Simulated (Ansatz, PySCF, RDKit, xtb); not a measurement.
# BGeNH6: from the formula to a structure

Given the formula BGeNH6 and nothing else, which arrangement of the atoms is the most stable in the gas at 298.15 K, and what are its properties?

The funnel: GFN2-xTB relaxations, single points with a density functional, relaxations at B3LYP-D3(BJ)/def2-SVP, harmonic vibrations, and a last energy at a higher level. All values are calculated.

7 further runs of the same task are left out: 7 set aside as unsound or not needed.

### Step 1. Possible bonding patterns

A program enumerates the bonding patterns with one Lewis structure each (two rings at most, one unusual centre or charged pair), with their diastereomers. O–O, O–halogen and N–halogen bonds and N–N–N chains are not drawn. That gives 14 candidates.

```csv
label,SMILES,spin
c024,B[NH][GeH3],singlet
c081,[NH3+][BH2-][GeH],singlet
c189,[NH3+][BH-]=[GeH2],singlet
c207,B[NH2+][GeH2-],singlet
c214,[BH3-][NH2+][GeH],singlet
c342,[NH3+][BH2-][GeH],triplet
c412,N[BH][GeH3],singlet
c421,[BH2][GeH-][NH3+],singlet
c447,[BH2-]1[NH2+][GeH2]1,singlet
c492,N[BH2-][GeH2+],singlet
c756,[BH3-][NH2+][GeH],triplet
c776,[BH3-][GeH+][NH2],singlet
c835,[BH2][GeH2][NH2],singlet
c884,[BH3-][NH+]=[GeH2],singlet
```

Candidates are built by distance geometry, with a force field where one applies, in up to four conformers (letters a to d). 11 starts with atoms placed at random are added, to find patterns that the rules miss.

**Question.** With final energies at CCSD(T)/def2-TZVP, which structure will this search put lowest in free energy, and by what margin?

| quantity | value |
| --- | --- |
| lowest structure found | B[NH][GeH3], singlet, Cs |
| next finalist | N[BH][GeH3], singlet, 3.1 kcal/mol higher in G |
| share at equilibrium, among the finalists | 99.5 % |
| harmonic wavenumbers, lowest and highest (B3LYP-D3(BJ)/def2-SVP) | 71 and 3569 cm⁻¹ |
| rotational constants, same geometry | 1.077, 0.1306, 0.1218 cm⁻¹ |
| dipole moment (PBE0/def2-TZVPD) | 1.76 D |
| HOMO energy (PBE0/def2-TZVPD) | -8.32 eV |
| LUMO energy (PBE0/def2-TZVPD) | -0.05 eV |
| HOMO–LUMO gap (PBE0/def2-TZVPD) | 8.27 eV |
| lowest excitation (TD-B3LYP/def2-SVPD) | 6.80 eV (f = 0.001) |
| strongest of the states computed, same level | 7.38 eV (f = 0.130) |
| lowest triplet excitation, same level, Tamm-Dancoff | 5.81 eV |
| vertical ionisation energy | 10.36 eV |
| vertical electron affinity | -0.94 eV (unbound: the value depends on the basis) |
| vertical triplet less singlet | +5.91 eV |

The search ends on `B[NH][GeH3]`. The margin, 3.1 kcal/mol, is modest. GFN2-xTB, HF/STO-3G, B3LYP-D3(BJ)/def2-SVP, HF/def2-TZVP and MP2/def2-TZVP already put its bonding pattern lowest among the structures in one piece; r2SCAN-D4/def2-SVP favours the singlet N[BH][GeH3]. Lowest found is not proven lowest: the search is finite, and each finalist counts with one conformer. Patterns outside the rules of the enumeration were met only by chance. The lowest isomer need not be the one that is made and kept in a bottle, which depends on barriers.
